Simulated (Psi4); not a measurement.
# wB97X-V/aug-cc-pVDZ run of GaH3O (GaH2(OH))

Aim: the vertical electron affinity of GaH3O (GaH2(OH)) at wB97X-V/aug-cc-pVDZ, from 2 runs. 

The results are computed with Psi4 1.11.

**1. The system as given**

GaH3O: 5 atoms, total charge 0, spin state singlet. SMILES: `[H][Ga]([H])[OH]`. The shape comes from GFN2-xTB, which is rough for such elements, and wasn't checked as a minimum.

Bond lengths: Ga1–O4 1.682 Å, Ga1–H2 1.540 Å, Ga1–H3 1.542 Å, O4–H5 0.950 Å. Angles: Ga1–O4–H5 176.5°, H2–Ga1–O4 116.1°, H3–Ga1–O4 117.9°, H2–Ga1–H3 126.0°.

**2. A single-point energy at wB97X-V/aug-cc-pVDZ**

The input, gah3o.json:

```json
{
  "schema_name": "qcschema_input",
  "schema_version": 1,
  "molecule": {
    "schema_name": "qcschema_molecule",
    "schema_version": 2,
    "symbols": ["Ga", "H", "H", "O", "H"],
    "geometry": [0.55516374, 0.92770435, -0.2090604, 3.45209499, 0.71439206, -0.39123, -1.00499415, 3.3671707, -0.53067289, -1.0115326, -1.77135368, 0.39705036, -1.99073199, -3.23791343, 0.73391294],
    "molecular_charge": 0,
    "molecular_multiplicity": 1,
    "fix_symmetry": "c1",
    "fix_com": true,
    "fix_orientation": true
  },
  "driver": "energy",
  "model": {
    "method": "wb97x-v",
    "basis": "aug-cc-pVDZ"
  },
  "keywords": {
    "puream": true,
    "e_convergence": 1e-09,
    "d_convergence": 1e-08,
    "scf_type": "pk",
    "dft_radial_points": 99,
    "dft_spherical_points": 590
  }
}
```

Launch:

```bash
$ psi4 --qcschema gah3o.json -n 1 --memory 1600MB
```

stdout:

```text
[...]
  Running in c1 symmetry.
[...]
  Nuclear repulsion =  113.556993976569743
[...]
  Multiplicity = 1
[...]
  Nalpha       = 21
  Nbeta        = 21
[...]
    Number of basis functions: 86
[...]
   @RKS iter   1: -2000.88452294429430   -3.29282e+00   1.40093e-02 ADIIS/DIIS
[...]
   @RKS iter  11: -2001.64833400487350   -8.86757e-12   1.88921e-09 DIIS
[...]
    Orbital Energies [Eh]
    ---------------------
    Doubly Occupied:
       1A   -372.442159     2A    -46.003982     3A    -40.751113
       4A    -40.746504     5A    -40.746343     6A    -19.212271
       7A     -5.630802     8A     -3.920872     9A     -3.911012
      10A     -3.908210    11A     -1.112258    12A     -0.969084
      13A     -0.967839    14A     -0.963849    15A     -0.962308
      16A     -0.956826    17A     -0.654364    18A     -0.497293
      19A     -0.452930    20A     -0.429677    21A     -0.375576
[...]
  @RKS Final Energy: -2001.64833400487350
   => Energetics <=
    Nuclear Repulsion Energy =            113.5569939765697427
    One-Electron Energy =               -3014.8932359207760783
    Two-Electron Energy =                 964.7590746947577145
    DFT Exchange-Correlation Energy =     -65.2464581123466019
    Empirical Dispersion Energy =           0.0000000000000000
    VV10 Nonlocal Energy =                  0.1752913569215572
    Total Energy =                      -2001.6483340048737318
[...]
 Multipole Moments:
 ------------------------------------------------------------------------------------
     Multipole            Electronic (a.u.)      Nuclear  (a.u.)        Total (a.u.)
 ------------------------------------------------------------------------------------
 L = 1.  Multiply by 2.5417464519 to convert [e a0] to [Debye]
 Dipole X            :         -9.7153006            9.5741840           -0.1411167
 Dipole Y            :        -15.5787464           15.4316547           -0.1470917
 Dipole Z            :          3.5290901           -3.4924595            0.0366307
 Magnitude           :                                                    0.2071031
[...]
```

The result, in JSON:

```text
{
 "driver": "energy",
 "model": {
  "method": "wb97x-v",
  "basis": "aug-cc-pVDZ"
 },
 "success": true,
 "return_result": -2001.6483340048735,
 "properties": {
  "calcinfo_nbasis": 86,
  "calcinfo_nmo": 86,
  "calcinfo_nalpha": 21,
  "calcinfo_nbeta": 21,
  "calcinfo_natom": 5,
  "nuclear_repulsion_energy": 113.55699397656974,
  "return_energy": -2001.6483340048735,
  "scf_one_electron_energy": -3014.893235920776,
  "scf_two_electron_energy": 964.7590746947577,
  "scf_vv10_energy": 0.17529135692155717,
  "scf_xc_energy": -65.2464581123466,
  "scf_dipole_moment": [-0.14111665057203915, -0.14709168904576586, 0.03663067605547177],
  "scf_total_energy": -2001.6483340048735,
  "scf_iterations": 11
 }
}
```

Run time: 78 s. Hardware: 1 thread of AMD EPYC 7R43 (Zen 3), shared host; peak memory 1.2 GiB.

**3. The doublet anion at the same level**

The input, calc.in:

```
memory 1.6 GB

molecule {
  -1 2
  Ga     0.293780     0.490920    -0.110630
  H      1.826770     0.378040    -0.207030
  H     -0.531820     1.781830    -0.280820
  O     -0.535280    -0.937360     0.210110
  H     -1.053450    -1.713430     0.388370
  units angstrom
  symmetry c1
}

set {
  basis aug-cc-pVDZ
  reference uks
  puream true
  e_convergence 1e-09
  d_convergence 1e-08
  scf_type pk
  dft_radial_points 99
  dft_spherical_points 590
  maxiter 200
}

E = energy('wb97x-v')
```

Launch:

```bash
$ psi4 -n 1 calc.in calc.out
```

calc.out:

```text
[...]
  Running in c1 symmetry.
[...]
  Nuclear repulsion =  113.556993935151965
[...]
  Multiplicity = 2
[...]
  Nalpha       = 22
  Nbeta        = 21
[...]
    Number of basis functions: 86
[...]
   @UKS iter   1: -2000.56271232609629   -2.97101e+00   1.52027e-02 DIIS/ADIIS
[...]
   @UKS iter  26: -2001.61497600243433   -1.22782e-11   6.39245e-09 DIIS
[...]
   @S^2 Observed:                7.500078922E-01
[...]
    Orbital Energies [Eh]
    ---------------------
    Alpha Occupied:
       1A   -372.343778     2A    -45.905622     3A    -40.652759
       4A    -40.648146     5A    -40.647975     6A    -19.113147
       7A     -5.532377     8A     -3.822482     9A     -3.812564
      10A     -3.809769    11A     -1.013083    12A     -0.870678
      13A     -0.869428    14A     -0.865432    15A     -0.863856
      16A     -0.858287    17A     -0.555467    18A     -0.399594
      19A     -0.353851    20A     -0.330549    21A     -0.276925
      22A      0.032255
    Alpha Virtual:
      23A      0.103163    24A      0.104127    25A      0.121924
[...]
  @UKS Final Energy: -2001.61497600243433
   => Energetics <=
    Nuclear Repulsion Energy =            113.5569939351519650
    One-Electron Energy =               -3019.0000458737313238
    Two-Electron Energy =                 968.9019444873991915
    DFT Exchange-Correlation Energy =     -65.2520005462300361
    Empirical Dispersion Energy =           0.0000000000000000
    VV10 Nonlocal Energy =                  0.1781319949754219
    Total Energy =                      -2001.6149760024343323
[...]
 Multipole Moments:
 ------------------------------------------------------------------------------------
     Multipole            Electronic (a.u.)      Nuclear  (a.u.)        Total (a.u.)
 ------------------------------------------------------------------------------------
 L = 1.  Multiply by 2.5417464519 to convert [e a0] to [Debye]
 Dipole X            :          1.4345533           -1.1930445            0.2415088
 Dipole Y            :          2.4514346           -1.9808706            0.4705640
 Dipole Z            :         -0.5508698            0.4467291           -0.1041407
 Magnitude           :                                                    0.5390754
[...]
```

Wall time 2.7 min (1 thread of AMD EPYC 7R43 (Zen 3), shared host); peak memory 1.2 GiB.

**4. What came out**

At wB97X-V/aug-cc-pVDZ:

| quantity | value |
| --- | --- |
| singlet GaH3O: total energy | -2001.64833 Eh |
| singlet GaH3O: dipole moment | 0.53 D |
| singlet GaH3O: HOMO energy | -10.22 eV |
| singlet GaH3O: LUMO energy | 0.58 eV |
| singlet GaH3O: HOMO–LUMO gap | 10.80 eV |
| doublet anion: total energy | -2001.61498 Eh |
| doublet anion: HOMO energy (highest over α and β) | 0.88 eV |
| doublet anion: LUMO energy (lowest over α and β) | 2.81 eV |
| doublet anion: ⟨S²⟩ | 0.750 |
| vertical electron affinity (to the doublet anion) | -0.908 eV |

What this shows: The anion lies 0.91 eV (20.9 kcal/mol) above the neutral: the electron isn't bound at this level, and such a value depends on the basis. The HOMO (doublet anion) lies at positive energy, 0.88 eV; only total energies tell whether the electron is bound.
